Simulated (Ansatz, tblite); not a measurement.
# The cluster B3F3: one state, many levels

How do method and basis change the picture of the cluster B3F3 (singlet)?

Computed with Ansatz 0.2.0, Gaussian basis. Level: as each input shows.

Plan: GFN1-xTB, GFN2-xTB, PBE-D4/def2-TZVP, r2SCAN-D4/def2-TZVP, revPBE-D4/def2-TZVP, B2PLYP/def2-TZVP, PBE-D4/def2-SVP, PBE0-D4/def2-SVP, HF/STO-3G, PBE0-D4/def2-TZVPD, PBE-D4/def2-TZVPD, r2SCAN-D4/def2-TZVPD, CCSD(T)/def2-TZVPP, MP2/def2-TZVP, RPA/def2-TZVP.

2 further runs of the same task are left out: 2 set aside as unsound or not needed.

### 1 The geometry

The singlet was relaxed beforehand with PBE0-D4/def2-SVP. At that level it is the lowest of the isomers that a small search found.

6 atoms, charge 0, spin multiplicity 1.

Bond lengths: B1–B3 1.563 Å, B1–F4 1.284 Å, B2–B3 1.563 Å, B2–F6 1.284 Å, B3–F5 1.351 Å. Angles: B3–B1–F4 167.4°, B3–B2–F6 167.4°, B1–B3–B2 85.5°, B1–B3–F5 137.3°, B2–B3–F5 137.3°.

PBE0-D4/def2-TZVP was run before; its log isn't repeated, and its numbers join the tables.

### 2 GFN1-xTB

Tight binding, by tblite at 300 K electronic temperature and without a spin-polarisation term:

```python
tblite.interface.Calculator('GFN1-xTB', numbers, positions, charge=0, uhf=0).singlepoint()
```

Energy -535.3296 eV, HOMO -10.12 eV, LUMO -8.85 eV; 0.004 s.

### 3 GFN2-xTB

Tight binding, by tblite at 300 K electronic temperature and without a spin-polarisation term:

```python
tblite.interface.Calculator('GFN2-xTB', numbers, positions, charge=0, uhf=0).singlepoint()
```

Energy -487.4439 eV, HOMO -9.42 eV, LUMO -8.37 eV; 0.004 s.

### 4 PBE-D4/def2-TZVP

start.molden holds the orbitals of an earlier run on this state, given as this run's starting guess.

Input file in.yaml:

```yaml
crystal:
  periodic: [false, false, false]
  atoms:
    - {symbol: B, position_ang: [-0.210994, 0.472461, -0.956028]}
    - {symbol: B, position_ang: [-0.009057, -0.071296, 1.084669]}
    - {symbol: B, position_ang: [0.421387, -0.768218, -0.246384]}
    - {symbol: F, position_ang: [-0.786642, 1.574821, -1.276138]}
    - {symbol: F, position_ang: [1.047040, -1.908026, -0.612104]}
    - {symbol: F, position_ang: [-0.461735, 0.700248, 2.005995]}
basis:
  gaussian: {orbitals: def2-TZVP, initial_orbitals: start.molden}
hamiltonian: {xc: pbe, dispersion: d4}
scf: {omitted_lower_state_checks: [starts]}
output: {forces: true, orbitals: {seedname: orbitals}}
```

Run with:

```console
$ ansatz run in.yaml --threads 4 --pin off --events-out ev --progress --plain --max-ram 8704MiB
```

After this run come: r2SCAN-D4/def2-TZVP; revPBE-D4/def2-TZVP; B2PLYP/def2-TZVP; PBE-D4/def2-SVP; PBE0-D4/def2-SVP; HF/STO-3G; PBE0-D4/def2-TZVPD; PBE-D4/def2-TZVPD; r2SCAN-D4/def2-TZVPD; CCSD(T)/def2-TZVPP; MP2/def2-TZVP; RPA/def2-TZVP.

Before running them: what should the planned runs give, taken together? Wanted: gap in def2-TZVP, named functionals, smallest and largest; correlation energy, CCSD(T)/def2-TZVPP; correlation energy, MP2/def2-TZVP; binding an atom, CCSD(T)/def2-TZVPP; PBE0 total energy, smallest basis above largest.

As calculated:

| quantity | value |
| --- | --- |
| gap in def2-TZVP, named functionals, smallest and largest | 1.04 eV (PBE-D4), 2.94 eV (PBE0-D4) |
| correlation energy, CCSD(T)/def2-TZVPP | -28.99 eV |
| correlation energy, MP2/def2-TZVP | -27.59 eV |
| binding an atom, CCSD(T)/def2-TZVPP | 4.318 eV |
| PBE0 total energy, smallest basis above largest | 12.25 eV (def2-SVP, def2-TZVPD) |

**Reading.** Orbital gaps of the named functionals in def2-TZVP span 1.04 eV (PBE-D4) to 2.94 eV (PBE0-D4); exact exchange widens it. A small miss in a minimal or small basis is a cancelling of errors, not accuracy. The functionals in def2-TZVP miss CCSD(T)/def2-TZVPP by +0.151 (B2PLYP) to +0.435 eV (PBE-D4) an atom. The reference is CCSD(T) in one finite basis, so it carries an error of its own, often a tenth of an eV or more, and near misses can't be ranked.
